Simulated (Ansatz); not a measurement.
# C₂H₇NOSi: a ladder of functionals and wavefunction methods

Aim: compute C₂H₇NOSi with functionals from several rungs and with coupled cluster. The yardstick is the atomisation energy at the CCSD(T) limit.

Method: functionals in def2-TZVPP, the program's frozen cores in correlated methods; program: Ansatz 0.2.0, Gaussian basis.

The runs, in order: PBE-D4, r2SCAN-D4, PBE0-D4, B3LYP-D4, ωB97X-V, ωB97M-V, B2PLYP; CCSD(T)/def2-TZVPP; MP2/def2-QZVPP; extrapolation to the limit.

## 1. The relaxed structure

The geometry comes from an earlier relaxation with PBE0-D4 in a triple-zeta def2 set; it is a stationary point, not always the lowest conformer.

SMILES `CN1[SiH2]C1O`, 12 atoms, charge 0, spin multiplicity 1.

Atoms are counted from 1 here; the program's logs count them from 0.

Bond lengths: C1–N2 1.438 Å, C1–H6 1.092 Å, C1–H7 1.098 Å, C1–H8 1.094 Å, N2–Si3 1.709 Å, N2–C4 1.441 Å, Si3–C4 1.863 Å, Si3–H9 1.487 Å, Si3–H10 1.483 Å, C4–O5 1.394 Å, C4–H11 1.094 Å, O5–H12 0.962 Å. Angles: N2–C1–H6 109.7°, N2–C1–H7 112.4°, N2–C1–H8 110.5°, H6–C1–H7 108.1°, H6–C1–H8 107.9°, H7–C1–H8 108.1°, C1–N2–Si3 143.5°, C1–N2–C4 124.7°, Si3–N2–C4 71.9°, N2–Si3–C4 47.3°, N2–Si3–H9 120.3°, N2–Si3–H10 116.8°, C4–Si3–H9 120.5°, C4–Si3–H10 125.0°, H9–Si3–H10 111.7°, N2–C4–Si3 60.7°, N2–C4–O5 117.8°, N2–C4–H11 116.2° and more.

## 2. PBE-D4 (GGA)

in.yaml reads:

```yaml
crystal:
  periodic: [false, false, false]
  atoms:
    - {symbol: C, position_ang: [-1.494507, 0.020146, 0.673616]}
    - {symbol: N, position_ang: [-0.189429, 0.293168, 0.135264]}
    - {symbol: Si, position_ang: [1.472295, 0.357011, 0.528661]}
    - {symbol: C, position_ang: [0.518877, -0.569111, -0.776190]}
    - {symbol: O, position_ang: [0.390084, -0.318955, -2.141106]}
    - {symbol: H, position_ang: [-1.741637, 0.762069, 1.435547]}
    - {symbol: H, position_ang: [-1.557128, -0.975591, 1.133088]}
    - {symbol: H, position_ang: [-2.252798, 0.079041, -0.112420]}
    - {symbol: H, position_ang: [1.986627, -0.348950, 1.732405]}
    - {symbol: H, position_ang: [2.158370, 1.655079, 0.320612]}
    - {symbol: H, position_ang: [0.378167, -1.644559, -0.631599]}
    - {symbol: H, position_ang: [0.407978, 0.635453, -2.263775]}
basis:
  gaussian: {orbitals: def2-TZVPP}
hamiltonian: {xc: pbe, dispersion: d4}
output: {forces: true, orbitals: {seedname: orbitals}}
```

The run is started by

```bash
$ ansatz run in.yaml --threads 4 --pin off --events-out ev --progress --plain --max-ram 10444MiB
```

Further steps of the session: r2SCAN-D4 (meta-GGA); PBE0-D4 (hybrid); B3LYP-D4 (hybrid); ωB97X-V (range-separated); ωB97M-V (range-separated); B2PLYP (double hybrid); CCSD(T) in def2-TZVPP; MP2 in def2-QZVPP.

Q: Predict the results of all the runs planned. Wanted: atomisation energy, CCSD(T)/CBS; farthest; mean size of error, hybrid; mean size of error, range-separated; gap, smallest and largest; T1 diagnostic; triples share of the correlation energy.

**Answer**, as computed:

```
                               quantity                                  value
        atomisation energy, CCSD(T)/CBS                        1034.9 kcal/mol
functionals within 5.2 kcal/mol (0.5 %)  r2SCAN-D4, PBE0-D4, B3LYP-D4, ωB97M-V
                               farthest                PBE-D4 (+27.1 kcal/mol)
             mean size of error, hybrid                           2.6 kcal/mol
    mean size of error, range-separated                           5.3 kcal/mol
              gap, smallest and largest   4.36 eV (PBE-D4), 10.72 eV (ωB97X-V)
                          T1 diagnostic                                 0.0128
triples share of the correlation energy                                  4.0 %
```

**Reading.** PBE-D4 misses by +27.1 kcal/mol. Double hybrids carry the basis error of their MP2 part in triple zeta, and no dispersion term here, so their miss is partly the set-up's. The reference freezes the cores and leaves out relativity and excitations past (T), so misses under about 5.2 kcal/mol can't be ranked. Hartree-Fock recovers 69 % of the binding; the rest is correlation. Orbital gaps span 4.4 to 10.7 eV; exact exchange widens them.
